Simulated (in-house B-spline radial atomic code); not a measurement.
**I¹⁷⁺: excited configurations**

Aim: the energies of several excited configurations of I¹⁷⁺ above a reference configuration, each from its own self-consistent run.

Program: in-house B-spline radial atomic code version 1. Level of theory: Dirac-Hartree-Fock, average of configuration, Fermi nucleus, basis-set limit. These are calculated values, not measurements, unless marked.

## 1. What is computed

```
element       : iodine (Z = 53)
charge        : +17
electrons     : 36
configuration : [Ar] 3d10 4s2 4p6
Hamiltonian   : Dirac-Coulomb
nucleus       : Fermi, rms radius 4.750 fm
```

Outer shells as boxes (Hund's rule):

[Ar] 3d10 4s2 4p6
```
[Ar] core
3d [↑↓][↑↓][↑↓][↑↓][↑↓]
4s [↑↓]
4p [↑↓][↑↓][↑↓]
```

Settings of the run:

```ini
Z = 53
electrons = 36.0
configuration = [Ar] 3d10 4s2 4p6
hamiltonian = dirac
method = hf
spin_polarised = False
nucleus = fermi
rms_radius = 4.75
mass_number = 127
atomic_mass = 126.904472592
speed_of_light = 137.035999084
```

This reference run was done before. Its total energy is -7006.646306 hartree, and its levels are (the highest eight at most):

```
orbital  occupation  energy (eV)  <r> (bohr)
  3s1/2           2     -1519.21      0.3101
  3p1/2           2     -1378.90      0.3004
  3p3/2           4     -1319.96      0.3112
  3d3/2           4     -1075.87      0.2826
  3d5/2           6     -1063.59      0.2860
  4s1/2           2      -577.81      0.6857
  4p1/2           2      -519.66      0.7008
  4p3/2           4      -505.39      0.7191
```

## 2. Configuration [Ar] 3d10 4s1 4p6 7p1

Settings of the run:

```ini
Z = 53
electrons = 36.0
configuration = [Ar] 3d10 4s1 4p6 7p1
hamiltonian = dirac
method = hf
spin_polarised = False
nucleus = fermi
rms_radius = 4.75
mass_number = 127
atomic_mass = 126.904472592
speed_of_light = 137.035999084
```

## 3. [Ar] 3d9 4s2 4p6 8g1

Settings: those of step 2 with these lines changed.

```diff
@@ -2,3 +2,3 @@
 electrons = 36.0
-configuration = [Ar] 3d10 4s1 4p6 7p1
+configuration = [Ar] 3d9 4s2 4p6 8g1
 hamiltonian = dirac
```

## 4. Configuration [Ar] 3d10 4s2 4p5 7g1

Settings: those of step 3 with these lines changed.

```diff
@@ -2,3 +2,3 @@
 electrons = 36.0
-configuration = [Ar] 3d9 4s2 4p6 8g1
+configuration = [Ar] 3d10 4s2 4p5 7g1
 hamiltonian = dirac
```

## 5. Configuration [Ar] 3d10 4s1 4p6 8s1

Settings: those of step 4 with these lines changed.

```diff
@@ -2,3 +2,3 @@
 electrons = 36.0
-configuration = [Ar] 3d10 4s2 4p5 7g1
+configuration = [Ar] 3d10 4s1 4p6 8s1
 hamiltonian = dirac
```

## 6. Run with [Ne] 3s2 3p5 3d10 4s2 4p6 8p1

Settings: those of step 5 with these lines changed.

```diff
@@ -2,3 +2,3 @@
 electrons = 36.0
-configuration = [Ar] 3d10 4s1 4p6 8s1
+configuration = [Ne] 3s2 3p5 3d10 4s2 4p6 8p1
 hamiltonian = dirac
```

Before running: How far above the reference does each configuration lie (order and size, in eV)?

As calculated:

| net move | configuration | energy above the reference (eV) | with Breit, QED, recoil (eV) | largest <r> (bohr) |
| --- | --- | --- | --- | --- |
| 4p → 7g | [Ar] 3d10 4s2 4p5 7g1 | 417.72 | 417.38 | 3.43 |
| 4s → 7p | [Ar] 3d10 4s1 4p6 7p1 | 456.56 | 456.06 | 3.02 |
| 4s → 8s | [Ar] 3d10 4s1 4p6 8s1 | 483.99 | 483.48 | 3.95 |
| 3d → 8g | [Ar] 3d9 4s2 4p6 8g1 | 991.14 | 990.70 | 4.65 |
| 3p → 8p | [Ne] 3s2 3p5 3d10 4s2 4p6 8p1 | 1244.74 | 1243.26 | 4.10 |

Quantum defects of the promoted electron, δ = n − ζ/√(−2ε) with ζ = 18 and ε its orbital energy in hartree:

| promotion | δ |
| --- | --- |
| 4p → 7g | 0.069 |
| 4s → 7p | 0.954 |
| 4s → 8s | 1.148 |
| 3d → 8g | 0.082 |
| 3p → 8p | 0.962 |

**Reading.** At the bottom stands 4p → 7g (417.72 eV), at the top 3p → 8p (1244.74 eV). 2 of them lie more than 2 % above the ionisation threshold that Koopmans' theorem gives (505.39 eV), where such states can decay by emitting an electron. Of those tabulated, the defect is largest for 8s (1.15) and least for 7g (0.07); at this charge much of the defect is relativistic. Two partly filled shells share a symmetry and can mix in the average, which may lower the energy, for: 4s → 8s; 3p → 8p. These are averages over configurations, without correlation, not spectroscopic levels.
